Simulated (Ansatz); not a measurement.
# C₁₀H₁₀O₂: one species, many methods

The task here is to estimate one member of a computed series from the others.

Program: Ansatz 0.2.0, Gaussian basis. Level of theory: functionals in def2-TZVPP, the program's frozen cores in correlated methods. These are calculated values, not measurements.

Plan: LDA (SPW92), PBE-D4, revPBE-D4, BLYP-D4, r2SCAN-D4, B97M-V, PBE0-D4, B3LYP-D4, r2SCANh-D4, r2SCAN0-D4, HSE06-D4, BHLYP-D4, CAM-B3LYP-D4, LC-ωPBE, ωB97X-V, ωB97M-V, B2PLYP, PBE-QIDH; CCSD(T)/def2-SVP; CCSD(T)/def2-TZVPP; MP2/def2-QZVPP; extrapolation to the limit; RPA on PBE.

## The relaxed structure

An earlier PBE0-D4 in a triple-zeta def2 set relaxation fixed the geometry.

SMILES `CC(=O)CC(=O)c1ccccc1`, 22 atoms, charge 0, spin multiplicity 1.

Atoms are counted from 1 here; the program's logs count them from 0.

Bond lengths: C1–C2 1.499 Å, C1–H13 1.095 Å, C1–H14 1.088 Å, C1–H15 1.093 Å, C2–O3 1.205 Å, C2–C4 1.524 Å, C4–C5 1.521 Å, C4–H16 1.088 Å, C4–H17 1.091 Å, C5–O6 1.210 Å, C5–C7 1.484 Å, C7–C8 1.394 Å, C7–C12 1.395 Å, C8–C9 1.386 Å, C8–H18 1.083 Å, C9–C10 1.387 Å, C9–H19 1.084 Å, C10–C11 1.390 Å and more. Angles: C2–C1–H13 108.8°, C2–C1–H14 110.3°, C2–C1–H15 110.5°, H13–C1–H14 109.3°, H13–C1–H15 106.7°, H14–C1–H15 111.1°, C1–C2–O3 123.1°, C1–C2–C4 115.8°, O3–C2–C4 121.1°, C2–C4–C5 110.1°, C2–C4–H16 108.6°, C2–C4–H17 109.6°, C5–C4–H16 111.9°, C5–C4–H17 106.2°, H16–C4–H17 110.4°, C4–C5–O6 119.7°, C4–C5–C7 118.7°, O6–C5–C7 121.6° and more.

The first run:

File in.yaml:

```yaml
crystal:
  periodic: [false, false, false]
  atoms:
    - {symbol: C, position_ang: [-0.090808, 0.077510, -3.461939]}
    - {symbol: C, position_ang: [-0.831919, -0.433106, -2.263610]}
    - {symbol: O, position_ang: [-1.042124, -1.603354, -2.069364]}
    - {symbol: C, position_ang: [-1.309780, 0.625877, -1.278000]}
    - {symbol: C, position_ang: [-0.146912, 1.110374, -0.424974]}
    - {symbol: O, position_ang: [0.505114, 2.064523, -0.785004]}
    - {symbol: C, position_ang: [0.171416, 0.378430, 0.826058]}
    - {symbol: C, position_ang: [-0.392502, -0.858807, 1.131450]}
    - {symbol: C, position_ang: [-0.038330, -1.511077, 2.301632]}
    - {symbol: C, position_ang: [0.863487, -0.926806, 3.177858]}
    - {symbol: C, position_ang: [1.427372, 0.307788, 2.878789]}
    - {symbol: C, position_ang: [1.089415, 0.953162, 1.705093]}
    - {symbol: H, position_ang: [-0.802775, 0.567004, -4.134217]}
    - {symbol: H, position_ang: [0.392983, -0.744502, -3.985842]}
    - {symbol: H, position_ang: [0.635716, 0.838466, -3.166871]}
    - {symbol: H, position_ang: [-2.108649, 0.201175, -0.673207]}
    - {symbol: H, position_ang: [-1.669500, 1.498182, -1.825263]}
    - {symbol: H, position_ang: [-1.081014, -1.333142, 0.442732]}
    - {symbol: H, position_ang: [-0.468661, -2.479176, 2.529168]}
    - {symbol: H, position_ang: [1.131410, -1.435548, 4.097005]}
    - {symbol: H, position_ang: [2.133460, 0.762502, 3.563818]}
    - {symbol: H, position_ang: [1.523400, 1.910525, 1.443285]}
basis:
  gaussian: {orbitals: def2-TZVPP}
hamiltonian: {xc: lda}
output: {orbitals: {seedname: orbitals}}
```

Started as:

```sh
$ ansatz run in.yaml --threads 4 --pin off --events-out ev --progress --plain --max-ram 66560MiB --backend cuda --devices 0, --max-vram 37GiB
```

Steps of the session up to this table: LDA; PBE-D4 (GGA); revPBE-D4 (GGA); BLYP-D4 (GGA); r2SCAN-D4 (meta-GGA); B97M-V (meta-GGA); PBE0-D4 (hybrid); B3LYP-D4 (hybrid); r2SCANh-D4 (hybrid); r2SCAN0-D4 (hybrid); HSE06-D4 (hybrid); BHLYP-D4 (hybrid); CAM-B3LYP-D4 (range-separated); LC-ωPBE (range-separated); ωB97X-V (range-separated); ωB97M-V (range-separated); B2PLYP (double hybrid); PBE-QIDH (double hybrid).

One table of the session follows, with a row left open; its other results are not shown here.

It belongs to the step «Orbital energies across the functionals». 

| functional | HOMO (eV) | LUMO (eV) | gap (eV) |
| --- | --- | --- | --- |
| LDA (SPW92) | -6.00 | -3.13 | 2.87 |
| PBE-D4 | -5.80 | -2.86 | 2.94 |
| revPBE-D4 | -5.71 | -2.76 | 2.95 |
| BLYP-D4 | -5.70 | -2.71 | 2.99 |
| r2SCAN-D4 | -6.09 | -2.74 | 3.35 |
| B97M-V | -6.24 | -2.64 | 3.60 |
| PBE0-D4 | -7.38 | -1.97 | 5.41 |
| B3LYP-D4 | -7.14 | -2.17 | 4.97 |
| r2SCANh-D4 | -6.69 | -2.42 | 4.27 |
| r2SCAN0-D4 | -7.59 | -1.92 | 5.67 |
| HSE06-D4 | -6.97 | -2.35 | 4.62 |
| BHLYP-D4 | -8.43 | -0.93 | 7.50 |
| CAM-B3LYP-D4 | -8.82 | -0.89 | 7.93 |
| LC-ωPBE | -10.12 | 0.15 | 10.27 |
| ωB97X-V | -9.77 | 0.13 | 9.91 |
| ωB97M-V | ? | ? | ? |

Estimate the missing values for ωB97M-V.

**Answer.** HOMO (eV): -9.70; LUMO (eV): 0.08; gap (eV): 9.78. In the column «HOMO (eV)» it lies between ωB97X-V (-9.77) and CAM-B3LYP-D4 (-8.82).
